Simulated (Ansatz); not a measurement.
# In4Sb3As: the cost of one run

Computed with Ansatz 0.2.0 (DFT PBE, scalar-relativistic, plane waves, PAW, unless a step's input says otherwise).

## Step 1: Starting point

The structure is tetragonal, space group P-4m2 (No. 115). Conventional cell: a = 4.244 Å, b = 4.244 Å, c = 12.003 Å, α = 90.00°, β = 90.00°, γ = 90.00°. Around In (site symmetry 2mm) lie 4 Sb at 2.60 Å. In (site symmetry 2mm) has 2 Sb at 2.60 Å and 2 As at 2.60 Å in its first shell of neighbours. Around Sb (site symmetry -4m2) lie 4 In at 2.60 Å. Sb (site symmetry 2mm) is surrounded by 4 In at 2.60 Å. As (site symmetry -4m2) is surrounded by 4 In at 2.60 Å.

Coordinates:

```cif
data_structure
_symmetry_space_group_name_H-M 'P-4m2'
_symmetry_Int_Tables_number 115
_cell_length_a 4.2439
_cell_length_b 4.2439
_cell_length_c 12.0035
_cell_angle_alpha 90.000
_cell_angle_beta 90.000
_cell_angle_gamma 90.000
_cell_volume 216.19
loop_
_atom_site_label
_atom_site_type_symbol
_atom_site_symmetry_multiplicity
_atom_site_Wyckoff_symbol
_atom_site_fract_x
_atom_site_fract_y
_atom_site_fract_z
_atom_site_occupancy
In1 In 2 g 0.50000 0.00000 0.87500 1
In2 In 2 g 0.50000 0.00000 0.37500 1
Sb1 Sb 1 a 0.00000 0.00000 0.00000 1
Sb2 Sb 2 f 0.50000 0.50000 0.25000 1
As1 As 1 d 0.00000 0.00000 0.50000 1
```

The start is an ordering of an alloy on its end members' structure types: elements ordered on the sites of the InAs type, As/Sb on As (P-4m2, No. 115).

## Step 2: The guess as it stands, on a coarse mesh

input.yaml

```yaml
crystal:
  lattice:
    - [4.24386868, 0.0, 0.0]
    - [0.0, 4.24386868, 0.0]
    - [0.0, 0.0, 12.00347328]
  atoms:
    - { symbol: In, position: [0.5, 0.0, 0.875] }
    - { symbol: In, position: [0.0, 0.5, 0.125] }
    - { symbol: In, position: [0.5, 0.0, 0.375] }
    - { symbol: In, position: [0.0, 0.5, 0.625] }
    - { symbol: Sb, position: [0.0, 0.0, 0.0] }
    - { symbol: Sb, position: [0.5, 0.5, 0.25] }
    - { symbol: Sb, position: [0.5, 0.5, 0.75] }
    - { symbol: As, position: [0.0, 0.0, 0.5] }
basis:
  ecutwfc: 420
kpoints:
  mp_grid: { grid: [4, 4, 2] }
hamiltonian:
  xc: pbe
scf:
  occupations: { method: gaussian, width: 0.1 }
  lower_state_search: "off"
output:
  forces: true
  stress: true
  eigenvalues: true
```

Started as:

```sh
$ ansatz run input.yaml --threads 1 --pin off --max-ram 2560MiB --backend cpu --events-out ev --progress --plain --runs-dir out
```

Q: Estimate wall time and peak memory on 1 thread of Intel Xeon at 2.50GHz (Skylake/Cascade Lake), shared host.

About 23 s, with a peak of 0.51 GiB.
